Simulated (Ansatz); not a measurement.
**BH2SBr: energies and forces away from the minimum**

Aim: displace all atoms at random from the minimum and see how well density functionals give the CCSD(T) energy and forces there.

Method: single points with forces in def2-TZVPP; program: Ansatz 0.2.0, Gaussian basis.

Levels: PBE-D4, r2SCAN-D4, PBE0-D4, wB97M-V, Hartree-Fock, MP2, CCSD, CCSD(T). Each coordinate is moved by a Gaussian draw of the width named (0.7 of it for atoms other than hydrogen): 0.12, 0.04 Å.

Cores are frozen in the correlated methods. Filled d shells of the heavier atoms are correlated.

### Step 1. Starting geometry

The minimum, relaxed at PBE0-D4: SMILES `SBBr`, 5 atoms, charge 0, spin multiplicity 1.

Atoms are counted from 1 here; the program's logs count them from 0.

Bond lengths: S1–B2 1.773 Å, S1–H4 1.344 Å, B2–Br3 1.907 Å, B2–H5 1.187 Å. Angles: B2–S1–H4 96.3°, S1–B2–Br3 118.5°, S1–B2–H5 122.7°, Br3–B2–H5 118.8°.

As a file:

```xyz
5
charge 0, multiplicity 1
S    -1.3121   -0.0432   -0.2861
B     0.4037   -0.1652    0.1447
Br    1.0209   -1.7613    0.9852
H    -1.2443    1.1902   -0.8161
H     1.1818    0.7059   -0.0690
```

Energies of the minimum (eV), from earlier single points: PBE-D4 -81576.46629, r2SCAN-D4 -81591.15457, PBE0-D4 -81579.96147, B3LYP-D4 -81594.32432, wB97M-V -81587.80215, CCSD(T) -81538.52804.

### Step 2. Structure 1, width 0.12 Å

ccsdt-tzvpp/in.yaml

```yaml
crystal:
  periodic: [false, false, false]
  atoms:
    - {symbol: S, position_ang: [-1.291865, -0.146334, -0.253447]}
    - {symbol: B, position_ang: [0.330366, -0.131868, 0.001161]}
    - {symbol: Br, position_ang: [1.087024, -1.765409, 1.173612]}
    - {symbol: H, position_ang: [-1.277561, 1.300057, -0.716413]}
    - {symbol: H, position_ang: [1.064800, 0.710829, -0.006719]}
basis:
  gaussian: {orbitals: def2-TZVPP}
correlation: {method: ccsd_t}
output: {forces: true}
```

The command line of these runs was not kept.

Standard output, shortened:

```text
Functional definition: HF
  name "HF"
  cite "Fock, Z. Phys. 61, 126 (1930) doi:10.1007/BF01340294"
  parent pbe
[...]
909 factors; integrals over basis functions are off by at most 1.1e-3 eV
[...]
mean field -81520.83819240 eV, -2995.8355467618 hartree, gradient 1.4e-6 eV, S^2 0.000000; 0 other end points of the search recorded, 0 dependent functions left out
15 core orbitals not correlated: weight in the atoms' cores, before any rotation towards them, 1.000 or more for the frozen orbitals, at most 0.000 for the correlated occupied ones
reference -81520.83819240 eV, -2995.8355467618 hartree; 14, 14 occupied and 120, 120 virtual orbitals, 909 factors
second order -15.11492572 eV of doubles, -0.00000000 eV of singles
cycle   1  -15.48971868 eV  change   -3.7e-1 eV  update   8.8e-2
[...]
cycle  11  -15.94780991 eV  change   -1.4e-6 eV  update   5.0e-6
perturbative correction -0.67649390 eV, -0.0248606923 hartree
[...]
working
Total energy: -81537.46249620 eV, -2996.4464786584 hartree
Atom 0 at    -1.291865    -0.146334    -0.253447 Å, force    -3.630557     2.821130    -1.768541 eV/Å
Atom 1 at     0.330366    -0.131868     0.001161 Å, force     3.361391    -2.845579     3.031390 eV/Å
Atom 2 at     1.087024    -1.765409     1.173612 Å, force    -0.736921     1.443860    -1.440163 eV/Å
Atom 3 at    -1.277561     1.300057    -0.716413 Å, force    -0.260908    -2.765108     0.713763 eV/Å
Atom 4 at     1.064800     0.710829    -0.006719 Å, force     1.266995     1.345697    -0.536448 eV/Å
Dipole moment:    -0.324337     0.497727    -0.324198 e Å
```

Wall time 1.9 min (2 threads, shared host); peak memory 1.5 GiB.

The other levels were run on the same coordinates; their logs were not kept, and their results stand in the tables.

```csv
method,RMS force component (eV/Å),RMS error against CCSD(T) (eV/Å),angle to CCSD(T) forces (°),dipole (D)
PBE-D4,1.974,0.218,3.5,3.00
r2SCAN-D4,2.009,0.161,2.1,3.20
PBE0-D4,2.058,0.155,3.4,3.23
wB97M-V,2.068,0.129,2.7,3.34
CCSD(T),2.152,0,0,3.25
```

### Step 3. Structure 2, width 0.04 Å

ccsdt-tzvpp/in.yaml

```yaml
crystal:
  periodic: [false, false, false]
  atoms:
    - {symbol: S, position_ang: [-1.297376, -0.031574, -0.258054]}
    - {symbol: B, position_ang: [0.407867, -0.136774, 0.149615]}
    - {symbol: Br, position_ang: [1.019234, -1.751106, 1.012822]}
    - {symbol: H, position_ang: [-1.236014, 1.139706, -0.800426]}
    - {symbol: H, position_ang: [1.166051, 0.703832, -0.046266]}
basis:
  gaussian: {orbitals: def2-TZVPP}
correlation: {method: ccsd_t}
output: {forces: true}
```

Standard output, shortened:

```text
[... 4 set-up lines as earlier in the session ...]
[...]
915 factors; integrals over basis functions are off by at most 1.1e-3 eV
[...]
mean field -81521.93530930 eV, -2995.8758650644 hartree, gradient 1.7e-6 eV, S^2 0.000000; 0 other end points of the search recorded, 0 dependent functions left out
15 core orbitals not correlated: weight in the atoms' cores, before any rotation towards them, 1.000 or more for the frozen orbitals, at most 0.000 for the correlated occupied ones
reference -81521.93530930 eV, -2995.8758650644 hartree; 14, 14 occupied and 120, 120 virtual orbitals, 915 factors
second order -15.07738278 eV of doubles, -0.00000000 eV of singles
cycle   1  -15.45435732 eV  change   -3.8e-1 eV  update   8.4e-2
[...]
cycle  11  -15.88193012 eV  change   -6.5e-6 eV  update   4.2e-6
perturbative correction -0.65121035 eV, -0.0239315391 hartree
[...]
working
Total energy: -81538.46844978 eV, -2996.4834467703 hartree
Atom 0 at    -1.297376    -0.031574    -0.258054 Å, force    -0.604598    -1.197149     0.389948 eV/Å
Atom 1 at     0.407867    -0.136774     0.149615 Å, force    -0.016715    -1.016306     0.523962 eV/Å
Atom 2 at     1.019234    -1.751106     1.012822 Å, force    -0.020946     0.212036    -0.110154 eV/Å
Atom 3 at    -1.236014     1.139706    -0.800426 Å, force     0.031934     1.317403    -0.591242 eV/Å
Atom 4 at     1.166051     0.703832    -0.046266 Å, force     0.610325     0.684016    -0.212514 eV/Å
Dipole moment:    -0.106422     0.321336    -0.172076 e Å
```

It took 1.9 min on 2 threads, shared host; peak memory 1.5 GiB.

```csv
method,RMS force component (eV/Å),RMS error against CCSD(T) (eV/Å),angle to CCSD(T) forces (°),dipole (D)
PBE-D4,0.784,0.165,7.5,1.69
r2SCAN-D4,0.685,0.078,5.9,1.81
PBE0-D4,0.697,0.108,8.1,1.82
wB97M-V,0.625,0.075,6.4,1.85
CCSD(T),0.647,0,0,1.82
```

### Step 4. All structures together

Energy above the minimum (kJ/mol):

```csv
structure,width (Å),PBE-D4,r2SCAN-D4,PBE0-D4,wB97M-V,Hartree-Fock,MP2,CCSD,CCSD(T)
1,0.12,91.2,95.9,99.2,98.9,109.3,107.1,104.8,102.8
2,0.04,8.2,6.3,6.3,5.1,3.4,4.9,5.3,5.7
```

Miss and cost, level by level (times from a shared host):

```csv
method,mean energy error from CCSD(T) (kJ/mol),mean time a point
PBE-D4,7.0,1.5 s
r2SCAN-D4,3.7,2.9 s
PBE0-D4,2.1,2.2 s
wB97M-V,2.3,6.5 s
Hartree-Fock,4.4,part of the CCSD(T) run
MP2,2.6,part of the CCSD(T) run
CCSD,1.2,part of the CCSD(T) run
CCSD(T),0,1.9 min
```

For cost: PBE0-D4 comes within 2.1 kJ/mol at 2.2 s a point, where CCSD(T) needs 1.9 min.

### Step 5. Summary of results

```
                         quantity                                                                                            value
energy above the minimum, CCSD(T)                                                                                102.8, 5.7 kJ/mol
                mean energy error  PBE-D4 7.0, r2SCAN-D4 3.7, PBE0-D4 2.1, wB97M-V 2.3, Hartree-Fock 4.4, MP2 2.6, CCSD 1.2 kJ/mol
             mean RMS force error                                 PBE-D4 0.192, r2SCAN-D4 0.120, PBE0-D4 0.132, wB97M-V 0.102 eV/Å
            largest T1 diagnostic                                                                                            0.012
```

In energy CCSD is nearest to CCSD(T) and PBE-D4 farthest. For forces wB97M-V is best, off by 7 % of the typical force, and PBE-D4 worst (14 %).
